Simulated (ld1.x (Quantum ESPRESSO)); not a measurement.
# Pseudopotential generation for In: TM, LDA (PZ)

Task: generate the file, and judge it by its errors in other configurations, its logarithmic derivatives, its ghosts and its cutoff.

Program: ld1.x (Quantum ESPRESSO) 7.5. Reference atom: LDA (PZ), scalar-relativistic, spherical and spin-unpolarised. All values are calculated.

## Step 1: Starting point

Typed settings, in words:

```
element                 : indium (In, Z = 49)
type                    : norm-conserving Troullier–Martins (Kleinman–Bylander form)
frozen core             : [Kr] 4d10
valence charge          : 3
reference configuration : 5s2 5p1
partial waves           : 5s (bound): rc 1.65 bohr; 5p (bound): rc 2.50 bohr
local potential         : all-electron potential smoothed inside 2.15 bohr (lloc = -1)
core correction         : not asked for
```

The outer shells as boxes (Hund's rule for the drawing; the calculation is spin-unpolarised):

```
[Kr] core
4d [↑↓][↑↓][↑↓][↑↓][↑↓]
5s [↑↓]
5p [↑ ][  ][  ]
```

The nodes and maxima of the atom's own shells, from an earlier all-electron run, set the scale for the radii.

All-electron outer shells of the reference configuration (LDA (PZ), scalar-relativistic, ld1.x):

```json
{"shell": "4p", "level (eV)": "-78.05", "outermost node (bohr)": "0.42", "outermost maximum (bohr)": "0.82"}
{"shell": "4d", "level (eV)": "-18.71", "outermost node (bohr)": "0.40", "outermost maximum (bohr)": "0.94"}
{"shell": "5s", "level (eV)": "-8.49", "outermost node (bohr)": "1.02", "outermost maximum (bohr)": "2.13"}
{"shell": "5p", "level (eV)": "-2.70", "outermost node (bohr)": "1.14", "outermost maximum (bohr)": "2.85"}
```

## Step 2: Generation

The input, In.in:

```
 &input
   title='In', zed=49., rel=1, dft='PZ', iswitch=3,
   config='[Kr] 4d10 5s2 5p1',
   nld=2, rlderiv=2.70, eminld=-3.0, emaxld=5.0, deld=0.02
 /
 &inputp
   pseudotype=2, tm=.true., lloc=-1, rcloc=2.15,
   nlcc=.false.,
   file_pseudopw='In.UPF', file_wfcaegen='ae.wfc', file_wfcncgen='nc.wfc', file_beta='beta', file_chi='chi'
 /
2
5S  1  0   2.00   0.00  1.65  1.65  0.0
5P  2  1   1.00   0.00  2.50  2.50  0.0
 &test
   configts(1)='5s2 5p1'
 /
```

Launch:

```console
$ ld1.x < In.in > In.out
```

What the program wrote to In.out (without the banner and most projector matrices):

```text
     Program LD1 v.7.5
     --------------------------- All-electron run ----------------------------

     In
     scalar relativistic calculation

     atomic number is 49.00
     dft =PZ   lsd =0 sic =0 latt =0  beta=0.20 tr2=1.0E-14
     Exchange-correlation= PZ
                           (   1   1   0   0   0   0   0)
     mesh =1241 r(mesh) = 100.30140 a.u. xmin = -7.00 dx = 0.01250
     1 Ry =  13.60569312 eV, c = 137.03599908

     n l     nl                  e(Ry)          e(Ha)          e(eV)
     1 0     1S 1( 2.00)     -2037.4678     -1018.7339    -27721.1612
     2 0     2S 1( 2.00)      -305.1353      -152.5677     -4151.5773
     2 1     2P 1( 6.00)      -274.0468      -137.0234     -3728.5960
     3 0     3S 1( 2.00)       -57.8629       -28.9315      -787.2649
     3 1     3P 1( 6.00)       -47.6815       -23.8408      -648.7399
     4 0     4S 1( 2.00)        -8.7803        -4.3901      -119.4616
     4 1     4P 1( 6.00)        -5.7363        -2.8681       -78.0457
     3 2     3D 1(10.00)       -31.8259       -15.9129      -433.0132
     4 2     4D 1(10.00)        -1.3752        -0.6876       -18.7112
     5 0     5S 1( 2.00)        -0.6237        -0.3119        -8.4865
     5 1     5P 1( 1.00)        -0.1987        -0.0993        -2.7030

     final scf error:  9.6E-15 reached in  28 iterations

     Etot =  -11752.891211 Ry,   -5876.445605 Ha, -159906.231119 eV

     Ekin =   12247.031021 Ry,    6123.515510 Ha,  166629.345736 eV
     Encl =  -28428.170890 Ry,  -14214.085445 Ha, -386784.969176 eV
     Eh   =    4736.760509 Ry,    2368.380254 Ha,   64446.909876 eV
     Exc  =    -308.511850 Ry,    -154.255925 Ha,   -4197.517556 eV

     normalization and overlap integrals

     s(1S/1S) =  1.000000  <r> =   0.0297  <r2> =    0.0012  r(max) =   0.0192
     s(2S/2S) =  1.000000  <r> =   0.1286  <r2> =    0.0195  r(max) =   0.1090
     s(2P/2P) =  1.000000  <r> =   0.1122  <r2> =    0.0154  r(max) =   0.0870
     s(3S/3S) =  1.000000  <r> =   0.3492  <r2> =    0.1395  r(max) =   0.3153
     s(3P/3P) =  1.000000  <r> =   0.3476  <r2> =    0.1402  r(max) =   0.3075
     s(4S/4S) =  1.000000  <r> =   0.8476  <r2> =    0.8141  r(max) =   0.7658
     s(4P/4P) =  1.000000  <r> =   0.9216  <r2> =    0.9730  r(max) =   0.8152
     s(3D/3D) =  1.000000  <r> =   0.3246  <r2> =    0.1252  r(max) =   0.2581
     s(4D/4D) =  1.000000  <r> =   1.1852  <r2> =    1.6914  r(max) =   0.9354
     s(5S/5S) =  1.000000  <r> =   2.5937  <r2> =    7.7325  r(max) =   2.1344
     s(5P/5P) =  1.000000  <r> =   3.6744  <r2> =   15.9731  r(max) =   2.8453

     ------------------------ End of All-electron run ------------------------

     --------------------- Generating NC pseudopotential ---------------------

      Generating local potential from pseudized AE potential:
      Matching radius rcloc =   2.1500

      Local pseudo, rcloc= 2.134 Estimated cut-off energy=     5.45 Ry

      Wfc   5S  rcut= 1.662  Using Troullier-Martins method

      Wfc   5P  rcut= 2.480  Using Troullier-Martins method

     ------------------- End of pseudopotential generation -------------------

     [... the all-electron block is printed once more ...]


     Computing logarithmic derivative in   2.68975
     Computing logarithmic derivative in   2.68975
     Computing the partial wave expansion
     R is outside the sphere for l=    0 j= 0.00
     R is outside the sphere for l=    1 j= 0.00

     ---------------------- Testing the pseudopotential ----------------------

     In
     scalar relativistic calculation

     atomic number is 49.00   valence charge is  3.00
     dft =PZ   lsd =0 sic =0 latt =0  beta=0.20 tr2=1.0E-14
     mesh =1241 r(mesh) = 100.30140 xmin = -7.00 dx = 0.01250

     n l     nl             e AE (Ry)        e PS (Ry)    De AE-PS (Ry)
     1 0     5S   1( 2.00)       -0.62375       -0.62375       -0.00000
     2 1     5P   1( 1.00)       -0.19867       -0.19867       -0.00000

     eps = 3.1E-17  iter =  4

     Etot =  -11752.891211 Ry,   -5876.445605 Ha, -159906.231119 eV
     Etotps =    -3.877849 Ry,      -1.938924 Ha,     -52.760823 eV

     Ekin =       1.277244 Ry,       0.638622 Ha,      17.377791 eV
     Encl =      -7.976959 Ry,      -3.988480 Ha,    -108.532058 eV
     Ehrt =       2.775133 Ry,       1.387566 Ha,      37.757603 eV
     Ecxc =      -1.139713 Ry,      -0.569857 Ha,     -15.506591 eV
     Epseu=       1.186447 Ry,       0.593223 Ha,      16.142433 eV

     ---------------------- End of pseudopotential test ----------------------
```

Run time: 1.9 s. Hardware: 1 thread, shared host. (Generation and the later configuration tests together.)

All-electron and pseudo partial waves u(r) = r·R(r), from the program's wave files:

| r (bohr) | 5p AE | 5p PS |
| --- | --- | --- |
| 0.125 | -0.0136 | 0.0018 |
| 0.250 | 0.1403 | 0.0071 |
| 0.375 | 0.0413 | 0.0161 |
| 0.500 | -0.1143 | 0.0290 |
| 0.625 | -0.2076 | 0.0460 |
| 0.750 | -0.2217 | 0.0674 |
| 0.875 | -0.1776 | 0.0934 |
| 1.000 | -0.1009 | 0.1242 |
| 1.125 | -0.0106 | 0.1598 |
| 1.250 | 0.0811 | 0.1998 |
| 1.375 | 0.1675 | 0.2435 |
| 1.500 | 0.2452 | 0.2894 |
| 1.625 | 0.3130 | 0.3359 |
| 1.750 | 0.3707 | 0.3810 |
| 1.875 | 0.4187 | 0.4225 |
| 2.000 | 0.4580 | 0.4590 |
| 2.125 | 0.4892 | 0.4894 |
| 2.250 | 0.5135 | 0.5135 |
| 2.375 | 0.5315 | 0.5315 |
| 2.500 | 0.5442 | 0.5442 |
| 2.625 | 0.5522 | 0.5522 |
| 2.750 | 0.5561 | 0.5561 |
| 2.875 | 0.5566 | 0.5566 |
| 3.000 | 0.5542 | 0.5542 |
| 3.125 | 0.5492 | 0.5492 |
| 3.250 | 0.5422 | 0.5422 |

## Step 3: Testing the new file in other configurations

The input, In.test.in:

```
 &input
   title='In', zed=49., rel=1, dft='PZ', iswitch=2,
   config='[Kr] 4d10 5s2 5p1'
 /
 &test
   file_pseudo='In.UPF', nconf=10,
   configts(1)='5s2 5p1',
   configts(2)='5s2 5p0',
   configts(3)='5s1 5p0',
   configts(4)='5s2 5p0.5',
   configts(5)='5s0 5p3',
   configts(6)='5s1 5p2',
   configts(7)='5s2 5p1.3',
   configts(8)='5s1 5p1',
   configts(9)='5s2 5p1', lsdts(9)=1,
   configts(10)='5s1 5p0', lsdts(10)=1
 /
```

Launch:

```console
$ ld1.x < In.test.in > In.test.out
```

In.test.out, the pseudopotential blocks:

```text
     ---------------------- Testing the pseudopotential ----------------------

     In
     scalar relativistic calculation

     atomic number is 49.00   valence charge is  3.00
     dft =PZ   lsd =0 sic =0 latt =0  beta=0.20 tr2=1.0E-14
     mesh =1241 r(mesh) = 100.30140 xmin = -7.00 dx = 0.01250

     n l     nl             e AE (Ry)        e PS (Ry)    De AE-PS (Ry)
     1 0     5S   1( 2.00)       -0.62375       -0.62375       -0.00000
     2 1     5P   1( 1.00)       -0.19867       -0.19867       -0.00000

     eps = 1.5E-17  iter =  4

     Etot =  -11752.891211 Ry,   -5876.445605 Ha, -159906.231120 eV
     Etotps =    -3.877849 Ry,      -1.938924 Ha,     -52.760823 eV

     Ekin =       1.277244 Ry,       0.638622 Ha,      17.377791 eV
     Encl =      -7.976959 Ry,      -3.988480 Ha,    -108.532058 eV
     Ehrt =       2.775133 Ry,       1.387566 Ha,      37.757603 eV
     Ecxc =      -1.139713 Ry,      -0.569857 Ha,     -15.506591 eV
     Epseu=       1.186447 Ry,       0.593223 Ha,      16.142433 eV

     ---------------------- End of pseudopotential test ----------------------

     ---------------------- Testing the pseudopotential ----------------------

     In
     [...]
     n l     nl             e AE (Ry)        e PS (Ry)    De AE-PS (Ry)
     1 0     5S   1( 2.00)       -1.12511       -1.12105       -0.00406
     2 1     5P   1( 0.00)       -0.63929       -0.63492       -0.00438

     eps = 9.5E-15  iter =  7

     Etot =  -11752.480021 Ry,   -5876.240011 Ha, -159900.636601 eV
     Etotps =    -3.468132 Ry,      -1.734066 Ha,     -47.186344 eV
     dEtot_ae =       0.411190 Ry
     dEtot_ps =       0.409717 Ry,   Delta E=       0.001473 Ry

     [...]
     ---------------------- End of pseudopotential test ----------------------

     ---------------------- Testing the pseudopotential ----------------------

     In
     [...]
     n l     nl             e AE (Ry)        e PS (Ry)    De AE-PS (Ry)
     1 0     5S   1( 1.00)       -1.77333       -1.74670       -0.02663  !
     2 1     5P   1( 0.00)       -1.21476       -1.19125       -0.02351  !

     eps = 3.4E-17  iter = 10

     Etot =  -11751.034986 Ry,   -5875.517493 Ha, -159880.975900 eV
     Etotps =    -2.035722 Ry,      -1.017861 Ha,     -27.697405 eV
     dEtot_ae =       1.856224 Ry
     dEtot_ps =       1.842127 Ry,   Delta E=       0.014097 Ry

     [...]
     ---------------------- End of pseudopotential test ----------------------

     ---------------------- Testing the pseudopotential ----------------------

     In
     [...]
     n l     nl             e AE (Ry)        e PS (Ry)    De AE-PS (Ry)
     1 0     5S   1( 2.00)       -0.86182       -0.86065       -0.00116
     2 1     5P   1( 0.50)       -0.40746       -0.40619       -0.00127

     eps = 5.4E-15  iter =  7

     Etot =  -11752.740867 Ry,   -5876.370434 Ha, -159904.185595 eV
     Etotps =    -3.727735 Ry,      -1.863868 Ha,     -50.718419 eV
     dEtot_ae =       0.150343 Ry
     dEtot_ps =       0.150114 Ry,   Delta E=       0.000229 Ry

     [...]
     ---------------------- End of pseudopotential test ----------------------

     ---------------------- Testing the pseudopotential ----------------------

     In
     [...]
     n l     nl             e AE (Ry)        e PS (Ry)    De AE-PS (Ry)
     1 0     5S   1( 0.00)       -0.76078       -0.75124       -0.00954  !
     2 1     5P   1( 3.00)       -0.29353       -0.29311       -0.00041

     eps = 6.6E-15  iter =  9

     Etot =  -11751.997290 Ry,   -5875.998645 Ha, -159894.068716 eV
     Etotps =    -2.990621 Ry,      -1.495310 Ha,     -40.689466 eV
     dEtot_ae =       0.893920 Ry
     dEtot_ps =       0.887228 Ry,   Delta E=       0.006692 Ry

     [...]
     ---------------------- End of pseudopotential test ----------------------

     ---------------------- Testing the pseudopotential ----------------------

     In
     [...]
     n l     nl             e AE (Ry)        e PS (Ry)    De AE-PS (Ry)
     1 0     5S   1( 1.00)       -0.69700       -0.69416       -0.00283
     2 1     5P   1( 2.00)       -0.24957       -0.24964        0.00006

     eps = 9.9E-15  iter = 12

     Etot =  -11752.454771 Ry,   -5876.227385 Ha, -159900.293050 eV
     Etotps =    -3.442683 Ry,      -1.721341 Ha,     -46.840087 eV
     dEtot_ae =       0.436440 Ry
     dEtot_ps =       0.435166 Ry,   Delta E=       0.001274 Ry

     [...]
     ---------------------- End of pseudopotential test ----------------------

     ---------------------- Testing the pseudopotential ----------------------

     In
     [...]
     n l     nl             e AE (Ry)        e PS (Ry)    De AE-PS (Ry)
     1 0     5S   1( 2.00)       -0.49813       -0.49830        0.00017
     2 1     5P   1( 1.30)       -0.08909       -0.08933        0.00024

     eps = 1.9E-15  iter = 11

     Etot =  -11752.934003 Ry,   -5876.467002 Ha, -159906.813344 eV
     Etotps =    -3.920697 Ry,      -1.960349 Ha,     -53.343804 eV
     dEtot_ae =      -0.042793 Ry
     dEtot_ps =      -0.042848 Ry,   Delta E=       0.000056 Ry

     [...]
     ---------------------- End of pseudopotential test ----------------------

     ---------------------- Testing the pseudopotential ----------------------

     In
     [...]
     n l     nl             e AE (Ry)        e PS (Ry)    De AE-PS (Ry)
     1 0     5S   1( 1.00)       -1.19790       -1.19027       -0.00763  !
     2 1     5P   1( 1.00)       -0.69894       -0.69459       -0.00435

     eps = 8.6E-15  iter =  7

     Etot =  -11751.987927 Ry,   -5875.993964 Ha, -159893.941324 eV
     Etotps =    -2.977346 Ry,      -1.488673 Ha,     -40.508862 eV
     dEtot_ae =       0.903283 Ry
     dEtot_ps =       0.900503 Ry,   Delta E=       0.002781 Ry

     [...]
     ---------------------- End of pseudopotential test ----------------------

     ---------------------- Testing the pseudopotential ----------------------

     In
     [...]
     n l     nl             e AE (Ry)        e PS (Ry)    De AE-PS (Ry)
     1 0     5S   1( 1.00)       -0.63632       -0.64036        0.00403
     2 1     5P   1( 1.00)       -0.21249       -0.21413        0.00165
     1 0     5S   2( 1.00)       -0.60421       -0.59699       -0.00723  !
     2 1     5P   2( 0.00)       -0.17747       -0.17363       -0.00384

     eps = 7.0E-15  iter =  8

     Etot =  -11752.899776 Ry,   -5876.449888 Ha, -159906.347660 eV
     Etotps =    -3.887778 Ry,      -1.943889 Ha,     -52.895917 eV
     dEtot_ae =      -0.008566 Ry
     dEtot_ps =      -0.009929 Ry,   Delta E=       0.001364 Ry

     [...]
     ---------------------- End of pseudopotential test ----------------------

     ---------------------- Testing the pseudopotential ----------------------

     In
     [...]
     n l     nl             e AE (Ry)        e PS (Ry)    De AE-PS (Ry)
     1 0     5S   1( 1.00)       -1.80209       -1.80059       -0.00150
     2 1     5P   1( 0.00)       -1.24182       -1.23244       -0.00937  !
     1 0     5S   2( 0.00)       -1.73428       -1.55027       -0.18401  !
     2 1     5P   2( 0.00)       -1.17592       -1.04192       -0.13401  !

     eps = 4.0E-15  iter = 11

     Etot =  -11751.051448 Ry,   -5875.525724 Ha, -159881.199872 eV
     Etotps =    -2.075195 Ry,      -1.037597 Ha,     -28.234465 eV
     dEtot_ae =       1.839763 Ry
     dEtot_ps =       1.802654 Ry,   Delta E=       0.037109 Ry

     [...]
     ---------------------- End of pseudopotential test ----------------------
```

Energies count from the reference configuration 5s2 5p1; the error is all-electron less pseudo. Spin-polarised rows fill open shells by Hund's rule and count from the unpolarised reference.

```csv
valence configuration,charge,ΔE all-electron (eV),error AE − PS (meV)
5s2 5p0,+1,5.595,+20
5s1 5p0,+2,25.255,+192
5s2 5p0.5,+0.5,2.046,+3.1
5s0 5p3,0,12.162,+91
5s1 5p2,0,5.938,+17
5s2 5p1.3,-0.3,-0.582,+0.8
5s1 5p1,+1,12.290,+38
5s2 5p1 (spin-polarised),0,-0.117,+19
5s1 5p0 (spin-polarised),+2,25.031,+505
```

## Step 4: Logarithmic derivatives

Taken from the files of the generation run. The phase is arctan(r·u′/u) with u = r·R, unwrapped, with energies in Ry. A pole is an energy at which the radial function vanishes at the test radius. The pseudo phase is shifted by a multiple of π to meet the all-electron one at the reference energy. Levels narrower than the energy grid can be missing from the poles. The last column is the largest difference on the grid between −1 and +1 Ry.

| channel | radius (bohr) | reference (Ry) | poles AE | poles PS | window around the reference with phases within 0.05 rad (Ry) | largest difference near zero (rad) |
| --- | --- | --- | --- | --- | --- | --- |
| s | 2.69 | -0.62 | 0.80 | 0.35, 1.29 | below 0.2 | 3.021 |
| p | 2.69 | -0.20 | 1.99 | 1.68, 4.60 | below 1.8 | 0.018 |

Phases (rad) along the scan:

| E (Ry) | s AE | s PS | p AE | p PS |
| --- | --- | --- | --- | --- |
| -3.00 | 1.298 | 1.296 | 1.329 | 1.327 |
| -2.52 | 1.253 | 1.250 | 1.300 | 1.298 |
| -2.04 | 1.177 | 1.173 | 1.259 | 1.256 |
| -1.56 | 1.020 | 1.012 | 1.195 | 1.191 |
| -1.08 | 0.533 | 0.523 | 1.078 | 1.074 |
| -0.60 | -0.759 | -0.759 | 0.804 | 0.802 |
| -0.12 | -1.311 | -1.324 | -0.029 | -0.029 |
| 0.36 | -1.487 | -1.575 | -0.997 | -1.008 |
| 0.84 | -1.577 | -4.599 | -1.330 | -1.348 |
| 1.32 | -1.639 | -4.717 | -1.468 | -1.496 |
| 1.80 | -1.694 | -4.774 | -1.547 | -1.594 |
| 2.28 | -1.751 | -4.822 | -1.603 | -1.694 |
| 2.76 | -1.825 | -4.870 | -1.650 | -1.910 |
| 3.24 | -1.941 | -4.929 | -1.697 | -3.774 |
| 3.72 | -2.180 | -5.014 | -1.752 | -4.532 |
| 4.20 | -2.841 | -5.163 | -1.829 | -4.658 |
| 4.68 | -3.856 | -5.509 | -1.959 | -4.721 |

## Step 5: Plane-wave convergence, by spherical Bessel functions

This step uses the generator's waves and projectors in a separate script. Basis: spherical Bessel functions vanishing at 20 bohr, q² up to the cutoff; potential fixed at the reference.

All-electron valence levels (Ry): 5s -0.6238, 5p -0.1987. The lowest levels of each channel (Ry) by cutoff; the last column sums, over occupied levels, occupation times the distance from the level at 400 Ry. A positive value at high cutoff is not a bound level.

| cutoff (Ry) | s #1 | p #1 | d #1 | f #1 | Σ f·Δε (mRy) |
| --- | --- | --- | --- | --- | --- |
| 8 | -0.5951 | -0.1964 | 0.0354 | 0.1023 | 59.5 |
| 12 | -0.5985 | -0.1984 | 0.0337 | 0.1023 | 50.8 |
| 21 | -0.6135 | -0.1986 | 0.0330 | 0.1023 | 20.7 |
| 30 | -0.6203 | -0.1987 | 0.0330 | 0.1023 | 6.9 |
| 45 | -0.6219 | -0.1987 | 0.0330 | 0.1023 | 3.8 |
| 55 | -0.6231 | -0.1987 | 0.0330 | 0.1023 | 1.3 |
| 80 | -0.6234 | -0.1987 | 0.0330 | 0.1023 | 0.7 |
| 100 | -0.6236 | -0.1987 | 0.0330 | 0.1023 | 0.3 |
| 400 | -0.6238 | -0.1987 | 0.0330 | 0.1023 | 0.0 |

The sum stays within 10 mRy from 30 Ry and within 1 mRy from 80 Ry. The sum leaves out empty levels, which can need more. Ghost test: no level below the all-electron spectrum of its channel (s, p, d, f tested).

## Step 6: Summary of results

| quantity | value |
| --- | --- |
| cutoffs for 10 and 1 mRy, occupied levels | 30 Ry and 80 Ry |
| bound ghosts | none found |
| largest test error (AE − PS), unpolarised tests | +192 meV, for 5s1 5p0 |
| largest phase difference near zero energy, channels read | 3.021 rad |

What this shows: The worst unpolarised test, 5s1 5p0, is off by 192 meV on 25.3 eV; by total energies transferability rates as poor. The potential is soft on the atom at that tolerance: the looser tolerance needs 30 Ry. The tighter tolerance needs 80 Ry, and converged work needs a cutoff nearer that. The slowest occupied level is 5s: taken alone it needs 50 Ry to come within 1 mRy, against 10 Ry for 5p. The Bessel-basis test finds no level below the valence levels. Of the channels read, s scatters worst near zero energy, by up to 3.02 rad. A step near π is an extra or missing state, not a misfit of shape. The pseudo curves have a pole with no partner nearby in the atom's: s at 0.35 Ry. At positive energy that is a spurious or a displaced resonance.
